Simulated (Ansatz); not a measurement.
# BN: the cost of one run

Program: Ansatz 0.2.0. Level of theory: DFT PBE+D3(BJ), scalar-relativistic, plane waves, PAW, and further levels as typed in the inputs. These are calculated values, not measurements.

The COD entry's cell or inner coordinates are ideal or old and differ from later refinements, so a difference from it is no clean test against experiment.

## Step 1: The system as given

The structure is hexagonal, space group P6_3/mmc (No. 194). The conventional cell has a = 2.498 Å, b = 2.498 Å, c = 6.636 Å, α = 90.00°, β = 90.00°, γ = 120.00°. B (site symmetry -6m2) has 3 N at 1.44 Å as nearest neighbours. N (site symmetry -6m2) has 3 B at 1.44 Å as nearest neighbours.

Structure file:

```cif
data_structure
_symmetry_space_group_name_H-M 'P6_3/mmc'
_symmetry_Int_Tables_number 194
_cell_length_a 2.4982
_cell_length_b 2.4982
_cell_length_c 6.6357
_cell_angle_alpha 90.000
_cell_angle_beta 90.000
_cell_angle_gamma 120.000
_cell_volume 35.87
loop_
_atom_site_label
_atom_site_type_symbol
_atom_site_symmetry_multiplicity
_atom_site_Wyckoff_symbol
_atom_site_fract_x
_atom_site_fract_y
_atom_site_fract_z
_atom_site_occupancy
B1 B 2 c 0.33333 0.66667 0.25000 1
N1 N 2 d 0.33333 0.66667 0.75000 1
```

The structure rests on an entry of the Crystallography Open Database; cell or positions may have been set otherwise for this series.

## Step 2: Relaxing cell and atoms: BN, no spin, 4 GPa

File input.yaml:

```yaml
crystal:
  lattice:
    - [2.49824, 0.0, 0.0]
    - [-1.24912, 2.1635393048, 0.0]
    - [0.0, 0.0, 6.6357]
  atoms:
    - { symbol: B, position: [0.3333333333, 0.6666666667, 0.25] }
    - { symbol: B, position: [0.6666666667, 0.3333333333, 0.75] }
    - { symbol: "N", position: [0.3333333333, 0.6666666667, 0.75] }
    - { symbol: "N", position: [0.6666666667, 0.3333333333, 0.25] }
scf:
  occupations: { method: fixed }
output:
  forces: true
  stress: true
  eigenvalues: true
kpoints:
  mp_grid: { grid: [12, 12, 4] }
hamiltonian:
  xc: pbe
  dispersion: d3bj
relax:
  f_tol: 0.003
  cell: { stress_tol: 0.02, p_target: 4 }
```

Launch:

```
$ ansatz run input.yaml --threads 8 --pin off --max-ram 20480MiB --backend cpu --events-out ev --progress --plain --runs-dir out
```

Q: Estimate wall time and peak memory on 8 threads of Arm Neoverse N1, shared host.

About 5.9 s, with a peak of 0.33 GiB.
